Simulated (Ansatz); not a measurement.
I need a single point from an input typed as a dict of CsVN2, space group Fd-3m. Use the Ansatz DFT code, driven from Python. Settings: LDA, PAW, the default cutoff (420 eV here), Gaussian smearing of 0.1 eV, spin-orbit spin.

```
Cs V N
1.0
     0.00000    4.17194    4.17194
     4.17194    0.00000    4.17194
     4.17194    4.17194    0.00000
Cs V N
2 2 4
Direct
  0.25000 0.25000 0.25000
  0.00000 0.00000 0.00000
  0.75000 0.75000 0.75000
  0.50000 0.50000 0.50000
  0.62500 0.62500 0.62500
  0.12500 0.62500 0.62500
  0.62500 0.12500 0.62500
  0.62500 0.62500 0.12500
```

Script `run_deck.py`:
```python
import warnings

import ansatz as az

warnings.simplefilter("ignore", az.DeckWarning)

config = {
    "crystal": {
        "lattice": [
            [0.0, 4.171936, 4.171936],
            [4.171936, 0.0, 4.171936],
            [4.171936, 4.171936, 0.0],
        ],
        "atoms": [
            {"symbol": "Cs", "position": [0.25, 0.25, 0.25]},
            {"symbol": "Cs", "position": [0.0, 0.0, 0.0]},
            {
                "symbol": "V",
                "position": [0.75, 0.75, 0.75],
                "spin": 1.5,
                "spin_axis": [0, 0, 1],
            },
            {
                "symbol": "V",
                "position": [0.5, 0.5, 0.5],
                "spin": 1.5,
                "spin_axis": [0, 0, -1],
            },
            {"symbol": "N", "position": [0.625, 0.625, 0.625]},
            {"symbol": "N", "position": [0.125, 0.625, 0.625]},
            {"symbol": "N", "position": [0.625, 0.125, 0.625]},
            {"symbol": "N", "position": [0.625, 0.625, 0.125]},
        ],
    },
    "magnetization": {"noncollinear": True, "spin_orbit": True},
    "kpoints": {"mp_grid": {"kspacing": 0.3}},
    "hamiltonian": {"xc": "lda", "pseudopotentials": {"kind": "paw_fr"}},
    "scf": {
        "occupations": {"method": "gaussian", "width": 0.1},
        "lower_state_search": "standard",
        "convergence": {"dr2_threshold": 1e-09},
    },
    "output": {"stress": True, "eigenvalues": True},
}

result = az.Session.from_dict(config).plan().execute()
data = result.report

n_atoms = len(data["lattice"]["sites"])
print("F =", round(data["free_energy_ev"], 4), "eV for", n_atoms, "atoms")
print("E(sigma -> 0) =", round(data["energy_sigma0_ev"], 4), "eV, TS =", round(data["entropy_ts_ev"], 5), "eV")
print("closed by", data["closed_by"], "after", data["n_iterations"], "iterations")

print("band  energy (eV)  occupation, at k =", data["kpoints_frac"][0])
for band, (e, occ) in enumerate(zip(data["eigenvalues_ev"][0], data["occupations"][0]), start=1):
    print(f"{band:4d} {e:12.4f} {occ:9.4f}")

gap = None if "band_edges_ev" not in data else data["band_edges_ev"][1] - data["band_edges_ev"][0]
print("gap on the k mesh:", "withheld (metal, or smearing too wide to tell)" if gap is None else f"{gap:.3f} eV")
print("lowest empty less highest filled band, by band count:", round(data["gap_by_band_count_ev"], 3), "eV")

print("doubts on the final state:", data["published_state_doubts"] or "none")
print("warnings:", sorted({n["data"]["kind"] for n in result.notices if n["data"].get("severity") in ("warning", "doubt")}) or "none")
```

Output of `python run_deck.py`:
```text
RunWarning: the starting moments were not kept: the SCF closed with an absolute magnetisation of 8.4e-7 μB, where they sum to 3 μB in size (2 sites). That is at most 0.1 of that sum. Measured as dr2_m measures the in/out step, that magnetisation stands [...]
F = -18241.5047 eV for 8 atoms
E(sigma -> 0) = -18241.5047 eV, TS = 1e-05 eV
closed by deck_thresholds after 14 iterations
band  energy (eV)  occupation, at k = [0.0, 0.0, 0.0]
   1     -55.7495    1.0000
   2     -55.7495    1.0000
   3     -55.7479    1.0000
   4     -55.7479    1.0000
   5     -30.5567    1.0000
   6     -30.5567    1.0000
   7     -30.5386    1.0000
   8     -30.5386    1.0000
   9     -29.7275    1.0000
  10     -29.7275    1.0000
  11     -29.7275    1.0000
  12     -29.7275    1.0000
  13     -29.7066    1.0000
  14     -29.7066    1.0000
  15     -29.7066    1.0000
  16     -29.7066    1.0000
  17     -13.7113    1.0000
  18     -13.7113    1.0000
  19     -13.1756    1.0000
  20     -13.1756    1.0000
  21      -5.3357    1.0000
  22      -5.3357    1.0000
  23      -4.3550    1.0000
  24      -4.3550    1.0000
  25      -4.3150    1.0000
  26      -4.3150    1.0000
  27      -4.3150    1.0000
  28      -4.3150    1.0000
  29      -1.8544    1.0000
  30      -1.8544    1.0000
  31      -1.1521    1.0000
  32      -1.1521    1.0000
  33      -0.3212    1.0000
  34      -0.3212    1.0000
  35      -0.3212    1.0000
  36      -0.3212    1.0000
  37       0.4406    1.0000
  38       0.4406    1.0000
  39       0.4406    1.0000
  40       0.4406    1.0000
  41       3.9406    1.0000
  42       3.9406    1.0000
  43       3.9406    1.0000
  44       3.9406    1.0000
  45       4.1554    1.0000
  46       4.1554    1.0000
  47       4.1803    1.0000
  48       4.1803    1.0000
  49       4.2076    1.0000
  50       4.2076    1.0000
  51       4.2076    1.0000
  52       4.2076    1.0000
  53       5.7137    1.0000
  54       5.7137    1.0000
  55       5.9433    1.0000
  56       5.9433    1.0000
  57       5.9433    1.0000
  58       5.9433    1.0000
  59       7.9377    1.0000
  60       7.9377    1.0000
  61       7.9472    1.0000
  62       7.9472    1.0000
  63       7.9472    1.0000
  64       7.9472    1.0000
  65       8.4691    0.0004
  66       8.4691    0.0004
  67       8.4691    0.0004
  68       8.4691    0.0004
  69       9.1915    0.0000
  70       9.1915    0.0000
  71       9.1915    0.0000
  72       9.1915    0.0000
  73       9.2133    0.0000
  74       9.2133    0.0000
  75      11.5166    0.0000
  76      11.5166    0.0000
  77      11.5166    0.0000
  78      11.5166    0.0000
  79      11.7372    0.0000
  80      11.7372    0.0000
gap on the k mesh: withheld (metal, or smearing too wide to tell)
lowest empty less highest filled band, by band count: 0.508 eV
doubts on the final state: ['seeded_moment_not_kept']
warnings: ['seeded_moment_not_kept']
```
(Warnings from the package without file and line, shortened.)

What to keep in mind:
- These settings explore the input space; cutoff and mesh may be short of convergence.
- The SCF didn't keep the moments it started from (some shrank, vanished or turned); what is printed is the state reached.
- Semilocal gaps usually lie well under measured ones.
- The computed bands are complete only to about 3.5 eV above the Fermi level.
- The levels shown are those of the first spin channel.
- At these settings the cell as given stands under about -5 GPa, so it isn't at this functional's equilibrium volume.
- The structure comes from a database of computed cells and needn't be a stable or known phase.
- Gaps and levels are Kohn-Sham values on a finite set of k-points.
- The script silences the warnings on its input, which a real study should read.
- Run time: 2.3 min on 1 thread of Arm Neoverse V2 (shared host), peak memory 1 GiB.

(Lines on the test bed's own set-up are left out of the output.)
